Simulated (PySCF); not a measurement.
# CH8ClNSi: the cost of one run

The runs use PySCF 2.14.0; levels as typed in each script, gas phase, geometry from start geometry of a pair search.

## 1. The system as given

12 atoms, charge 0, spin multiplicity 1.

Bond lengths: Si1–N2 1.720 Å, Si1–H3 1.465 Å, Si1–H4 1.459 Å, Si1–H5 1.473 Å, N2–H6 1.008 Å, N2–H7 1.008 Å, C8–Cl9 1.774 Å, C8–H10 1.086 Å, C8–H11 1.086 Å, C8–H12 1.085 Å. Angles: N2–Si1–H3 105.1°, N2–Si1–H4 105.5°, N2–Si1–H5 116.0°, H3–Si1–H4 112.9°, H3–Si1–H5 108.2°, H4–Si1–H5 109.2°, Si1–N2–H6 118.2°, Si1–N2–H7 118.5°, H6–N2–H7 109.0°, Cl9–C8–H10 108.2°, Cl9–C8–H11 108.2°, Cl9–C8–H12 108.2°, H10–C8–H11 110.5°, H10–C8–H12 110.7°, H11–C8–H12 110.9°.

Geometry (Å):

```
Si   -2.1246   -0.4732   -0.0963
N    -1.5814    1.1103    0.2966
H    -1.7519   -1.2998    1.0543
H    -3.5688   -0.3594   -0.2693
H    -1.5369   -1.0759   -1.3051
H    -1.9019    1.8782   -0.2718
H    -0.6054    1.2445    0.5105
C     1.9134   -1.1636    0.1706
Cl    1.9397    0.5847   -0.1263
H     1.9515   -1.6716   -0.7882
H     0.9925   -1.4043    0.6928
H     2.7785   -1.4175    0.7734
```

## 2. Binding of the two fragments (CAM-B3LYP/def2-svp)

Contents of input.py:

```python
import numpy as np
from pyscf import gto, scf, dft
from pyscf.scf import atom_ks, atom_hf
from scipy.linalg import block_diag
from pyscf.dispersion import dftd3

def solve(mol, dm0=None, hcore=None):
    mf = (dft.UKS if mol.spin else dft.RKS)(mol, xc='camb3lyp')
    mf.grids.level = 3
    mf = mf.density_fit(auxbasis='def2-universal-jkfit')
    mf.conv_tol, mf.max_cycle = 1e-8, 80
    if hcore is not None:
        mf.get_hcore = lambda *args: hcore
    mf.kernel(dm0)
    if not mf.converged:
        mf = mf.newton().run(mf.mo_coeff, mf.mo_occ, max_cycle=30)
    assert mf.converged, 'SCF not converged'
    return mf

mol = gto.M(atom='''
Si    -2.12455    -0.47320    -0.09632
N     -1.58138     1.11026     0.29659
H     -1.75186    -1.29978     1.05433
H     -3.56883    -0.35942    -0.26928
H     -1.53687    -1.07592    -1.30512
H     -1.90188     1.87824    -0.27178
H     -0.60544     1.24453     0.51046
C      1.91343    -1.16356     0.17061
Cl     1.93971     0.58471    -0.12635
H      1.95151    -1.67159    -0.78823
H      0.99253    -1.40432     0.69279
H      2.77849    -1.41753     0.77338
''', basis='def2-svp', charge=0, spin=0, verbose=4)
mol_a = gto.M(atom='''
Si    -2.12455    -0.47320    -0.09632
N     -1.58138     1.11026     0.29659
H     -1.75186    -1.29978     1.05433
H     -3.56883    -0.35942    -0.26928
H     -1.53687    -1.07592    -1.30512
H     -1.90188     1.87824    -0.27178
H     -0.60544     1.24453     0.51046
ghost-C      1.91343    -1.16356     0.17061
ghost-Cl     1.93971     0.58471    -0.12635
ghost-H      1.95151    -1.67159    -0.78823
ghost-H      0.99253    -1.40432     0.69279
ghost-H      2.77849    -1.41753     0.77338
''', basis='def2-svp', charge=0, spin=0, verbose=4)
mol_b = gto.M(atom='''
ghost-Si    -2.12455    -0.47320    -0.09632
ghost-N     -1.58138     1.11026     0.29659
ghost-H     -1.75186    -1.29978     1.05433
ghost-H     -3.56883    -0.35942    -0.26928
ghost-H     -1.53687    -1.07592    -1.30512
ghost-H     -1.90188     1.87824    -0.27178
ghost-H     -0.60544     1.24453     0.51046
C      1.91343    -1.16356     0.17061
Cl     1.93971     0.58471    -0.12635
H      1.95151    -1.67159    -0.78823
H      0.99253    -1.40432     0.69279
H      2.77849    -1.41753     0.77338
''', basis='def2-svp', charge=0, spin=0, verbose=4)
ab, a, b = solve(mol), solve(mol_a), solve(mol_b)
e_int = ab.e_tot - a.e_tot - b.e_tot
print('counterpoise-corrected interaction energy / kcal/mol', e_int * 627.5095)
def disp(atoms, charge):
    m = gto.M(atom=atoms, charge=charge, basis='sto-3g', spin=None, unit='Bohr', verbose=0)
    return dftd3.DFTD3Dispersion(m, xc='camb3lyp', version='d3bj').get_dispersion()['energy']
e_disp = disp(mol._atom, mol.charge) - disp(mol._atom[:7], mol_a.charge) - disp(mol._atom[7:], mol_b.charge)
print('D3(BJ) part / kcal/mol', e_disp * 627.5095)
# spherically averaged free atoms, for the promolecule
atm = atom_ks.get_atm_nrks(mol, xc='camb3lyp')
pro = block_diag(*[(atm[a[0]][2] * atm[a[0]][3]) @ atm[a[0]][2].T for a in mol._atom])
np.savez('result.npz', e_int=e_int, e_disp=e_disp, dm_a=a.make_rdm1(), dm_b=b.make_rdm1(), c=ab.mo_coeff, occ=ab.mo_occ, eps=ab.mo_energy, pro=pro, d=[f.dip_moment(verbose=0) for f in (ab, a, b)])
```

The run is started by

```bash
$ OMP_NUM_THREADS=1 python input.py
```

**Question.** How long does this run take on 1 thread of Arm Neoverse V1, shared host, and how much memory does it need?

About 33 s, with a peak of 0.53 GiB.
